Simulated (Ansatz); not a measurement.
# PtO₂ (singlet): from a generated start to a stationary point

Where does this start of PtO₂ (singlet) end when it is relaxed?

Program: Ansatz 0.2.0, Gaussian basis. Level of theory: RKS PBE0/def2-TZVP. These are calculated values, not measurements.

### 1 Starting geometry

3 atoms, charge 0, spin multiplicity 1.

Atoms are counted from 1 here; the program's logs count them from 0.

Bond lengths: Pt1–O2 1.570 Å, Pt1–O3 1.570 Å. Angles: O2–Pt1–O3 180.0°.

Geometry (Å):

```xyz
3
O2Pt
Pt    0.0000    0.0000    0.0000
O     0.0000    0.0000    1.5704
O     0.0000    0.0000   -1.5704
```

The start was built by rule and, where that kept it together, relaxed with GFN2-xTB. Sticks and bond lists go by distance. No spin-orbit coupling is included. Elements past krypton take def2 core potentials.

### 2 Relaxation

File in.yaml:

```yaml
crystal:
  periodic: [false, false, false]
  atoms:
    - {symbol: Pt, position_ang: [0.000000, 0.000000, 0.000000]}
    - {symbol: O, position_ang: [0.000000, 0.000000, 1.570381]}
    - {symbol: O, position_ang: [0.000000, 0.000000, -1.570381]}
basis:
  gaussian: {orbitals: def2-TZVP}
hamiltonian: {xc: pbe0}
relax: {f_tol: 0.004, max_steps: 80}
```

Command:

```console
> ansatz run in.yaml --threads 1 --pin off --events-out ev --progress --plain --max-ram 2176MiB
```

Before running it: what results should come out? Wanted: energy gained; shift from the start; total energy; dipole moment.

As calculated:

| quantity | value |
| --- | --- |
| steps | 5 |
| energy gained | 1.053 eV |
| shift from the start (rms) | 0.093 Å |
| total energy | -7335.9212 eV |
| dipole moment | 0.00 D |

What this shows: The bonds of the start are those of the end. Pt1–O2 went from 1.570 to 1.684 Å. No vibrations were run, so this is a stationary point, not a proven minimum, and this spin need not be the ground state's.
